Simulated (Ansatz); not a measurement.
# Br− with NH3: structure and interaction energy

Aim: relax the pair, then compute its interaction energy with counterpoise at many levels, up to CCSD(T).

Program: Ansatz 0.2.0, Gaussian basis. Level of theory: PBE0-D4 structure, single points in def2-TZVPPD. These are calculated values, not measurements.

Levels: PBE-D4, revPBE-D4, BLYP-D4, r2SCAN-D4, B97M-V, PBE0-D4, B3LYP-D4, HSE06-D4, wB97X-V, wB97M-V, B2PLYP, Hartree-Fock, MP2, CCSD, CCSD(T). The reference is CCSD(T) extrapolated to the basis limit. For elements past Ar these valence bases correlate outer-core shells poorly and lack relativity, so that limit is rough.

Correlated methods freeze the cores. Filled d shells of the heavier atoms are correlated. B3LYP uses VWN-RPA correlation. B2PLYP carries no dispersion term here.

163 further runs of the same task are left out: 163 set aside as unsound or not needed.

## (1) The starting structure

The pair, from a GFN2-xTB docking trial: 5 atoms, charge -1, spin multiplicity 1.

Atoms are counted from 1 here; the program's logs count them from 0.

Bond lengths: N2–H3 1.017 Å, N2–H4 1.022 Å, N2–H5 1.017 Å. Angles: H3–N2–H4 103.9°, H3–N2–H5 105.3°, H4–N2–H5 103.9°.

Coordinates:

```xyz
5
BrH3N
Br   -0.00980    0.00860   -2.62950
N    -0.11830    0.11520    0.92140
H    -0.23490   -0.89060    0.83100
H    -0.51690    0.48760    0.05680
H     0.87990    0.27920    0.82030
```

Atoms 1 to 1 are fragment A (Br−), the rest fragment B (NH3).

## (2) A first relaxation in a small basis

pre/in.yaml reads:

```yaml
crystal:
  periodic: [false, false, false]
  atoms:
    - {symbol: Br, position_ang: [-0.009800, 0.008600, -2.629500]}
    - {symbol: N, position_ang: [-0.118300, 0.115200, 0.921400]}
    - {symbol: H, position_ang: [-0.234900, -0.890600, 0.831000]}
    - {symbol: H, position_ang: [-0.516900, 0.487600, 0.056800]}
    - {symbol: H, position_ang: [0.879900, 0.279200, 0.820300]}
basis:
  gaussian: {orbitals: def2-SVPD}
total_charge: -1
hamiltonian: {xc: pbe, dispersion: d4}
relax: {f_tol: 0.03, max_steps: 250}
```

On the command line:

```bash
ansatz run in.yaml --threads 2 --pin off --events-out ev --progress --plain --max-ram 5222MiB
```

After this run come: Relaxation at PBE0-D4; wB97X-V/def2-TZVPPD; wB97M-V/def2-TZVPPD; B2PLYP/def2-TZVPPD; B97M-V/def2-TZVPPD; CCSD(T)/def2-TZVPPD; MP2/def2-QZVPPD; Hartree-Fock/STO-3G; SPW92/def2-SVP; wB97M-V/def2-SVP; CCSD(T)/def2-SVP; Vibrations of the pair.

Q: Predict the outcome of this session. Wanted: interaction energy, CCSD(T)/CBS; of it Hartree-Fock; D4 term of PBE0-D4; shortest contact; lowest wavenumber.

As calculated:

| quantity | value |
| --- | --- |
| interaction energy, CCSD(T)/CBS | -7.76 kcal/mol |
| of it Hartree-Fock (basis limit) | -5.08 kcal/mol |
| D4 term of PBE0-D4 | -0.61 kcal/mol |
| shortest contact | Br1–H4 2.55 Å |
| lowest wavenumber | 125 cm⁻¹ |

In words: The pair is bound by 7.76 kcal/mol at fixed fragment shapes. Hartree-Fock gives 65 % of it, so electrostatics and correlation both count. B3LYP-D4 is the best functional here (+0.06 kcal/mol from CCSD(T)/CBS); B2PLYP is the worst (+0.85 kcal/mol). Mean unsigned error by rung: GGA 0.28, meta-GGA 0.21, hybrid 0.19, screened hybrid 0.34, range-separated hybrid 0.13, double hybrid 0.85 kcal/mol. PBE-D4 gives an interaction energy 0.58 kcal/mol too low, an error of 8 % of the reference. CCSD(T) moves by -0.68 kcal/mol from triple zeta to the limit; gaps between functionals far smaller than that don't rank them. A lower arrangement may exist.
